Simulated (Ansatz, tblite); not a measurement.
# The cluster Mg4Te3+: one state, many levels

Aim: run the doublet of the cluster Mg4Te3+ at one geometry on many levels, and compare frontier levels, spin and run time.

Program: Ansatz 0.2.0, Gaussian basis. Level of theory: as each input shows. These are calculated values, not measurements.

The runs, in order: GFN1-xTB, GFN2-xTB, PBE-D4/def2-TZVP, r2SCAN-D4/def2-TZVP, LDA/def2-TZVP, BLYP-D4/def2-TZVP, PBE-D4/def2-SVP, PBE0-D4/def2-SVP, MP2/def2-TZVP, RPA/def2-TZVP.

6 further runs of the same task are left out: 4 that didn't finish, 2 set aside as unsound or not needed. Runs told in other sessions of the task aren't counted.

## 1. The structure

The geometry is that of the doublet, from an earlier relaxation (r2SCAN-D4/def2-SVP). At that level it is the lowest of the isomers that a small search found.

7 atoms, charge 1, spin multiplicity 2.

Bond lengths: Mg1–Te5 2.729 Å, Mg1–Te6 2.729 Å, Mg2–Te6 2.729 Å, Mg2–Te7 2.729 Å, Mg3–Te5 2.729 Å, Mg3–Te7 2.729 Å, Mg4–Te5 2.845 Å, Mg4–Te6 2.845 Å, Mg4–Te7 2.846 Å. Angles: Te5–Mg1–Te6 112.6°, Te6–Mg2–Te7 112.6°, Te5–Mg3–Te7 112.6°, Te5–Mg4–Te6 105.9°, Te5–Mg4–Te7 105.9°, Te6–Mg4–Te7 105.9°, Mg1–Te5–Mg3 72.8°, Mg1–Te5–Mg4 68.3°, Mg3–Te5–Mg4 68.3°, Mg1–Te6–Mg2 72.8°, Mg1–Te6–Mg4 68.4°, Mg2–Te6–Mg4 68.4°, Mg2–Te7–Mg3 72.8°, Mg2–Te7–Mg4 68.3°, Mg3–Te7–Mg4 68.3°.

Coordinates:

```
Mg   -1.5735   -1.0703   -0.8952
Mg    1.1769   -1.5788    0.7386
Mg    1.1097    0.5540   -1.6970
Mg   -0.3835    1.1254    0.9964
Te   -1.4262    1.5582   -1.6155
Te   -1.3333   -1.4332    1.7993
Te    2.4299    0.8446    0.6735
```

Te takes a core potential in the def2 sets. No spin-orbit coupling is included. The ion is computed in the gas phase, without counter-ions or solvent.

PBE0-D4/def2-TZVP was run before; its log isn't repeated, and its numbers join the tables.

## 2. GFN1-xTB

Tight binding, by tblite at 300 K electronic temperature and without a spin-polarisation term:

```python
tblite.interface.Calculator('GFN1-xTB', numbers, positions, charge=1, uhf=1).singlepoint()
```

Energy -381.1928 eV; 0.007 s.

## 3. GFN2-xTB

Tight binding, by tblite at 300 K electronic temperature and without a spin-polarisation term:

```python
tblite.interface.Calculator('GFN2-xTB', numbers, positions, charge=1, uhf=1).singlepoint()
```

Energy -304.4974 eV; 0.031 s.

## 4. PBE-D4/def2-TZVP

start.molden holds the orbitals of an earlier run on this state, given as this run's starting guess.

in.yaml reads:

```yaml
crystal:
  periodic: [false, false, false]
  atoms:
    - {symbol: Mg, position_ang: [-1.573496, -1.070257, -0.895248]}
    - {symbol: Mg, position_ang: [1.176882, -1.578782, 0.738598]}
    - {symbol: Mg, position_ang: [1.109720, 0.554001, -1.696979]}
    - {symbol: Mg, position_ang: [-0.383521, 1.125398, 0.996365]}
    - {symbol: Te, position_ang: [-1.426196, 1.558194, -1.615516]}
    - {symbol: Te, position_ang: [-1.333291, -1.433156, 1.799313]}
    - {symbol: Te, position_ang: [2.429892, 0.844611, 0.673469]}
basis:
  gaussian: {orbitals: def2-TZVP, initial_orbitals: start.molden}
total_charge: 1
magnetization: {spin_polarized: true, initial_magnetization: 1}
hamiltonian: {xc: pbe, dispersion: d4}
scf: {omitted_lower_state_checks: [starts]}
output: {orbitals: {seedname: orbitals}}
```

On the command line:

```bash
$ ansatz run in.yaml --threads 4 --pin off --events-out ev --progress --plain --max-ram 4787MiB
```

The runs that follow: r2SCAN-D4/def2-TZVP; LDA/def2-TZVP; BLYP-D4/def2-TZVP; PBE-D4/def2-SVP; PBE0-D4/def2-SVP; MP2/def2-TZVP; RPA/def2-TZVP.

Q: Predict the results of all the runs planned. Wanted: gap in def2-TZVP, named functionals, smallest and largest; correlation energy, MP2/def2-TZVP; ⟨S²⟩ in def2-TZVP, named functionals, smallest and largest; PBE0 total energy, smallest basis above largest.

**Answer**, as computed:

| quantity | value |
| --- | --- |
| gap in def2-TZVP, named functionals, smallest and largest | 0.47 eV (LDA), 1.96 eV (PBE0-D4) |
| correlation energy, MP2/def2-TZVP | -58.26 eV |
| ⟨S²⟩ in def2-TZVP, named functionals, smallest and largest | 0.752, 0.755 |
| PBE0 total energy, smallest basis above largest | 8.53 eV (def2-SVP, def2-TZVP) |

In words: Over the named functionals in def2-TZVP the gap runs from 0.47 eV (LDA) to 1.96 eV (PBE0-D4); exact exchange widens it. Over the named functionals in def2-TZVP spin contamination reaches 0.01 (r2SCAN-D4), which is small.
